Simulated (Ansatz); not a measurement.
What does this script print? It uses Ansatz 0.2.0, Python API.

`formation_sr3ca.py`
```python
# -*- coding: utf-8 -*-
"""Is Sr3Ca bound against its elements, after relaxing cells and atoms."""

from collections import Counter
from dataclasses import dataclass
import warnings

import ansatz as az
import numpy as np


@dataclass
class Options:
    functional: str = "lda"
    tolerance: float = 1e-09
    k_spacing: float = 0.26
    smearing: str = "gaussian"
    width_ev: float = 0.05


opts = Options()


def compute(name, crystal):
    calc = (
        crystal.calculation()
        .basis(14 * az.Ha, xc_grid=2)
        .functional(opts.functional)
        .scf(tolerance=opts.tolerance)
        .kpoints(spacing=opts.k_spacing)
        .occupations(opts.smearing, width=opts.width_ev)
        .stress()
    )
    calc = calc.relax(force_tolerance=0.01, cell=True)
    return calc.run(threads=1, pin="off")


def counts(outcome):
    return Counter(site.symbol for site in outcome.lattice.sites)

def formation_energy(outcome, mu):
    n = counts(outcome)
    return (outcome.report["energy_sigma0_ev"] - sum(k * mu[element] for element, k in n.items())) / sum(n.values())


def volume_per_atom(outcome):
    return abs(np.linalg.det(outcome.lattice.cell_ang)) / len(outcome.lattice.sites)

warnings.simplefilter("ignore")

phases = {}
sr3ca = (
    az.Lattice.from_parameters(5.988752, 5.988752, 5.988752, alpha=90.0, beta=90.0, gamma=90.0)
    .atom("Sr", (0.0, 0.5, 0.5))
    .atom("Sr", (0.5, 0.0, 0.5))
    .atom("Sr", (0.5, 0.5, 0.0))
    .atom("Ca", (0.0, 0.0, 0.0))
)
phases["Sr3Ca"] = sr3ca
sr = (
    az.Lattice.fcc(6.0847)
    .space_group(225)
    .atom("Sr", (0.0, 0.0, 0.0))
    .primitive()
)
phases["Sr"] = sr
ca = (
    az.Lattice.fcc(5.5884)
    .space_group(225)
    .atom("Ca", (0.0, 0.0, 0.0))
    .primitive()
)
phases["Ca"] = ca

done = {name: compute(name, crystal) for name, crystal in phases.items()}

# chemical potentials of the elements at zero temperature
references = {"Sr": "Sr", "Ca": "Ca"}
mu = {element: done[name].report["energy_sigma0_ev"] / len(done[name].lattice.sites) for element, name in references.items()}

target = done["Sr3Ca"]
heat = formation_energy(target, mu)
n = counts(target)
print("cell content:", dict(n), " volume", round(volume_per_atom(target), 3), "A^3/atom")
print("formation energy", round(heat, 4), "eV/atom,", round(heat * sum(n.values()), 4), "eV per cell")
print("bound against the elements" if heat < 0 else "unbound against the elements")
```

```console
$ python formation_sr3ca.py
cell content: {<Element.SR: 'Sr'>: 3, <Element.CA: 'Ca'>: 1}  volume 45.794 A^3/atom
formation energy 0.0127 eV/atom, 0.0508 eV per cell
unbound against the elements
```

The settings weren't tested for convergence. The cutoff lies under the one recommended for these potentials. The program warned that this SCF threshold is loose for forces or stresses. The cells come from databases of deposited and of computed structures, and not all need be stable phases. The compound is the structure given, not necessarily its lowest; energies are at zero temperature, with no correction for gases. A semilocal functional's error on such energies is often 0.05 to 0.1 eV an atom, and 0.1 to 0.3 eV against gases such as O2 or F2. The script silences warnings, which a real study should read. Run time: 18 s on 1 thread of Arm Neoverse V2 (shared host), peak memory 0.43 GiB.

(A comment or docstring line of the script was reworded after the run, the code is as it ran.)
